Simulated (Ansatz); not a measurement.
# CuSi16: the cost of one run

Program: Ansatz 0.2.0. Level of theory: DFT LDA, plane waves, PAW, scalar-relativistic, no spin polarisation. These are calculated values, not measurements.

**1. Starting point**

The cell holds 17 atoms (CuSi16): a = 7.679 Å, b = 7.679 Å, c = 7.679 Å, α = 60.00°, β = 60.00°, γ = 60.00°.

As a file:

```
CELL_PARAMETERS angstrom
0.00000 5.43000 5.43000
5.43000 0.00000 5.43000
5.43000 5.43000 0.00000
ATOMIC_POSITIONS crystal
Si 0.00000 0.00000 0.00000
Si 0.12500 0.12500 0.12500
Si 0.00000 0.00000 0.50000
Si 0.12500 0.12500 0.62500
Si 0.00000 0.50000 0.00000
Si 0.12500 0.62500 0.12500
Si 0.00000 0.50000 0.50000
Si 0.12500 0.62500 0.62500
Si 0.50000 0.00000 0.00000
Si 0.62500 0.12500 0.12500
Si 0.50000 0.00000 0.50000
Si 0.62500 0.12500 0.62500
Si 0.50000 0.50000 0.00000
Si 0.62500 0.62500 0.12500
Si 0.50000 0.50000 0.50000
Si 0.62500 0.62500 0.62500
Cu 0.37412 0.85882 0.87783
```

**2. End point A**

Contents of input.yaml:

```yaml
crystal:
  lattice:
    - [0.0, 5.43, 5.43]
    - [5.43, 0.0, 5.43]
    - [5.43, 5.43, 0.0]
  atoms:
    - { symbol: Si, position: [0.0, 0.0, 0.0] }
    - { symbol: Si, position: [0.125, 0.125, 0.125] }
    - { symbol: Si, position: [0.0, 0.0, 0.5] }
    - { symbol: Si, position: [0.125, 0.125, 0.625] }
    - { symbol: Si, position: [0.0, 0.5, 0.0] }
    - { symbol: Si, position: [0.125, 0.625, 0.125] }
    - { symbol: Si, position: [0.0, 0.5, 0.5] }
    - { symbol: Si, position: [0.125, 0.625, 0.625] }
    - { symbol: Si, position: [0.5, 0.0, 0.0] }
    - { symbol: Si, position: [0.625, 0.125, 0.125] }
    - { symbol: Si, position: [0.5, 0.0, 0.5] }
    - { symbol: Si, position: [0.625, 0.125, 0.625] }
    - { symbol: Si, position: [0.5, 0.5, 0.0] }
    - { symbol: Si, position: [0.625, 0.625, 0.125] }
    - { symbol: Si, position: [0.5, 0.5, 0.5] }
    - { symbol: Si, position: [0.625, 0.625, 0.625] }
    - { symbol: Cu, position: [0.3741181, 0.8588191, 0.8778338] }
total_charge: 1
basis:
  ecutwfc: 420.0
kpoints:
  mp_grid: { grid: [2, 2, 2] }
hamiltonian:
  xc: lda
  pseudopotentials: { kind: paw, azcp: { folder: soft_1 } }
scf:
  occupations: { method: gaussian, width: 0.05 }
  lower_state_search: "off"
relax:
  f_tol: 0.03
  max_steps: 60
  adjacent_minimum: "off"
```

Run with:

```console
$ ansatz run input.yaml --threads 1 --pin off --max-ram 3072MiB --backend cpu --events-out ev --progress --plain --runs-dir out
```

**Question.** How long does this run take on 1 thread of Arm Neoverse V2, shared host, and how much memory does it need?

About 45 s, with a peak of 0.51 GiB.
